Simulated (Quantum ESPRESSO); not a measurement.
Crystal: TiSn.

```
Ti Sn
1.0
     0.00000    2.80055    2.80055
     2.80055    0.00000    2.80055
     2.80055    2.80055    0.00000
Ti Sn
1 1
Cartesian
  0.0000 0.0000 0.0000
  2.8005 2.8005 2.8005
```

The cell was built by a generator and needn't be a form met in nature.

* Program: Quantum ESPRESSO 7.5
* Task: phonons
* Functional: rPW86PBE
* Dispersion: rVV10
* Potentials or basis: GBRV 1.5 PBE
* Cutoff: 925 eV
* Density cutoff: 7401 eV
* k mesh: 7 × 7 × 7
* Occupations: cold, width 0.2 eV
* Spin: no spin polarisation
* rVV10 parameter b: 6.3
* Mixing beta: 0.5
* Most SCF iterations: 120
* SCF threshold: 4e-10 Ry

The cell and the atoms were relaxed first, to 22.24 Å³/atom (a = 3.977 Å, b = 3.977 Å, c = 3.977 Å, α = 60.00°, β = 60.00°, γ = 60.00°), and the response was taken there.

**Question.** Where do the zone-centre optical modes lie?

**Answer.** T1u at 235 cm⁻¹ (IR).

Optical modes at Γ, degenerate ones joined:
```
cm⁻¹  components  symmetry  active in
 235           3       T1u         IR
```

Caveat: the mesh is thin for the phonons of a metal; the potentials were made for another functional, which shifts forces and pressure.
